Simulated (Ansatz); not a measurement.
# CH4ClGaSe: up Jacob's ladder to CCSD(T)

One table from this session's results is given with a row withheld; the runs are named, their logs left out.

The runs use Ansatz 0.2.0, Gaussian basis; functionals in def2-TZVPP, the program's frozen cores in correlated methods.

Levels to be run: LDA (SPW92), PBE-D4, revPBE-D4, BLYP-D4, r2SCAN-D4, B97M-V, PBE0-D4, B3LYP-D4, r2SCANh-D4, r2SCAN0-D4, HSE06-D4, BHLYP-D4, CAM-B3LYP-D4, LC-ωPBE, ωB97X-V, ωB97M-V, B2PLYP, PBE-QIDH; CCSD(T)/def2-SVP; CCSD(T)/def2-TZVPP; MP2/def2-QZVPP; extrapolation to the limit; RPA on PBE.

1 further run of the same task is left out (it didn't finish).

### Structure used throughout

An earlier PBE0-D4 in a triple-zeta def2 set relaxation fixed the geometry.

SMILES `C[Se][GaH][Cl]`, 8 atoms, charge 0, spin multiplicity 1.

Atoms are counted from 1 here; the program's logs count them from 0.

Bond lengths: C1–Se2 1.960 Å, C1–H5 1.086 Å, C1–H6 1.088 Å, C1–H7 1.087 Å, Se2–Ga3 2.300 Å, Ga3–Cl4 2.153 Å, Ga3–H8 1.552 Å. Angles: Se2–C1–H5 110.3°, Se2–C1–H6 105.9°, Se2–C1–H7 110.0°, H5–C1–H6 110.1°, H5–C1–H7 110.3°, H6–C1–H7 110.1°, C1–Se2–Ga3 99.6°, Se2–Ga3–Cl4 115.6°, Se2–Ga3–H8 125.8°, Cl4–Ga3–H8 118.6°.

Set-up of the first run:

in.yaml reads:

```yaml
crystal:
  periodic: [false, false, false]
  atoms:
    - {symbol: C, position_ang: [-0.326027, 1.353596, -0.365559]}
    - {symbol: Se, position_ang: [0.476959, 0.615296, 1.262376]}
    - {symbol: Ga, position_ang: [0.508276, -1.614005, 0.698569]}
    - {symbol: Cl, position_ang: [-0.303630, -2.095472, -1.236060]}
    - {symbol: H, position_ang: [-1.268770, 0.857775, -0.579355]}
    - {symbol: H, position_ang: [-0.496200, 2.409233, -0.162197]}
    - {symbol: H, position_ang: [0.357645, 1.240303, -1.202533]}
    - {symbol: H, position_ang: [1.051746, -2.766726, 1.584749]}
basis:
  gaussian: {orbitals: def2-TZVPP}
hamiltonian: {xc: lda}
output: {orbitals: {seedname: orbitals}}
```

Command:

```bash
ansatz run in.yaml --threads 2 --pin off --events-out ev --progress --plain --max-ram 32768MiB --backend cpu
```

Among the steps run: LDA; PBE-D4 (GGA); revPBE-D4 (GGA); BLYP-D4 (GGA); r2SCAN-D4 (meta-GGA); B97M-V (meta-GGA); B3LYP-D4 (hybrid); r2SCANh-D4 (hybrid); r2SCAN0-D4 (hybrid); HSE06-D4 (hybrid); BHLYP-D4 (hybrid); CAM-B3LYP-D4 (range-separated); LC-ωPBE (range-separated); ωB97X-V (range-separated); ωB97M-V (range-separated); B2PLYP (double hybrid); PBE-QIDH (double hybrid).

One table of the session follows, with a row left open; its other results are not shown here.

It belongs to the step «Orbital energies across the functionals». 

| functional | HOMO (eV) | LUMO (eV) | gap (eV) |
| --- | --- | --- | --- |
| LDA (SPW92) | -6.17 | -2.38 | 3.79 |
| PBE-D4 | -6.02 | -2.11 | 3.91 |
| revPBE-D4 | -5.96 | -1.99 | 3.97 |
| BLYP-D4 | -5.86 | -2.02 | 3.84 |
| r2SCAN-D4 | -6.28 | -1.90 | 4.38 |
| B97M-V | -6.33 | -2.03 | 4.30 |
| PBE0-D4 | -7.11 | -1.38 | 5.73 |
| B3LYP-D4 | -6.88 | -1.61 | 5.28 |
| r2SCANh-D4 | -6.68 | -1.64 | 5.04 |
| r2SCAN0-D4 | -7.28 | -1.25 | 6.03 |
| HSE06-D4 | -6.71 | -1.74 | 4.97 |
| BHLYP-D4 | -8.05 | -0.63 | 7.42 |
| CAM-B3LYP-D4 | ? | ? | ? |
| LC-ωPBE | -9.69 | 0.61 | 10.30 |
| ωB97X-V | -9.35 | 0.50 | 9.85 |
| ωB97M-V | -9.22 | 0.32 | 9.54 |

**Question.** Estimate the row for CAM-B3LYP-D4.

As computed: HOMO (eV): -8.36; LUMO (eV): -0.48; gap (eV): 7.87. In the column «HOMO (eV)» it lies between ωB97M-V (-9.22) and BHLYP-D4 (-8.05).
